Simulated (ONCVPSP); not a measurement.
# As: generating and testing an ONCV potential

Do these settings give a usable potential? It is generated, then checked for transferability, scattering, ghosts and hardness.

Program: ONCVPSP 4.0.1. Reference atom: PBE, scalar-relativistic, spherical and spin-unpolarised. All values are calculated.

### Step 1. The atom and the settings

The settings as typed:

| Quantity | Value |
| --- | --- |
| element | arsenic (As, Z = 33) |
| type | optimised norm-conserving Vanderbilt (ONCV) |
| frozen core | [Ar] 3d10 |
| valence charge | 5 |
| reference configuration | 4s2 4p3 |
| partial waves | 4s: rc 1.35 bohr, ncon 4, nbas 7, qcut 5.5 1/bohr, 1 projector; 4p: rc 1.35 bohr, ncon 3, nbas 6, qcut 7.1 1/bohr, local |
| local potential | the p channel |
| core correction | polynomial model core, fcfact 0.4 |

An earlier all-electron run gives the scale for the radii.

All-electron outer shells of the reference configuration (PBE, scalar-relativistic, ld1.x):

```
shell  level (eV)  outermost node (bohr)  outermost maximum (bohr)
   3p     -133.68                   0.22                      0.52
   3d      -40.65                      –                      0.47
   4s      -14.49                   0.73                      1.61
   4p       -5.19                   0.78                      2.00
```

### Step 2. Generating the potential

The input, As.dat:

```
# ATOM AND REFERENCE CONFIGURATION
# atsym  z   nc   nv     iexc    psfile
  As 33.00    6    2        4      upf
#
#   n    l    f
    1    0    2.00
    2    0    2.00
    2    1    6.00
    3    0    2.00
    3    1    6.00
    3    2   10.00
    4    0    2.00
    4    1    3.00
#
# PSEUDOPOTENTIAL AND OPTIMIZATION
# lmax
    1
#
#   l,   rc,      ep,       ncon, nbas, qcut
    0    1.35    0.00    4    7    5.50
    1    1.35    0.00    3    6    7.10
#
# LOCAL POTENTIAL
# lloc, lpopt,  rc(5),   dvloc0
    1    5    1.35    0.00
#
# VANDERBILT-KLEINMAN-BYLANDER PROJECTORs
# l, nproj, debl
    0    1    1.20
    1    0    0.80
#
# MODEL CORE CHARGE
# icmod, fcfact, rcfact
    1    0.40    0.00
#
# LOG DERIVATIVE ANALYSIS
# epsh1, epsh2, depsh
   -2.00    5.00    0.02
#
# OUTPUT GRID
# rlmax, drl
    6.00    0.01
#
# TEST CONFIGURATIONS
# ncnf
    4
# nvcnf
#   n    l    f
    2
    4    0    2.00
    4    1    2.00
#
    2
    4    0    2.00
    4    1    1.00
#
    2
    4    0    2.00
    4    1    0.00
#
    2
    4    0    1.00
    4    1    4.00
#
```

Command:

```console
$ oncvpsp.x < As.dat > As.out
```

**Question.** What will these runs give? Wanted: cutoffs for 1 and 0.1 mHa per electron, occupied waves; bound ghosts; GHOST(+) flags; largest test error; largest phase difference near zero energy, channels read; rms error of d²Exc/dn², without and with the model core.

**Answer**, as computed:

| quantity | value |
| --- | --- |
| cutoffs for 1 and 0.1 mHa per electron, occupied waves | 19 Ha and 64 Ha |
| bound ghosts | s at -1124.74 eV |
| GHOST(+) flags | none at low energy |
| largest test error (AE − PS) | -109 meV, for 4s2 4p0 |
| largest phase difference near zero energy, channels read | 0.019 rad |
| rms error of d²Exc/dn², without and with the model core | 5.48 and 0.34 mHa |

**Reading.** A bound ghost (s) makes it unfit for use: electrons can fall into a state that the atom doesn't have. By total energies transferability is fair for so large an energy: the largest error is 109 meV on 54.8 eV, for 4s2 4p0. That test lies far up in energy; among those under 40 eV, nearer to bonding, the largest error is 25 meV. The potential is of middling hardness: the looser tolerance needs 19 Ha. The tighter tolerance needs 64 Ha, and converged work needs a cutoff nearer that. Near zero energy the phases of the channels with partial waves agree within 0.019 rad. These are tests on the free atom; a crystal test is still owed.
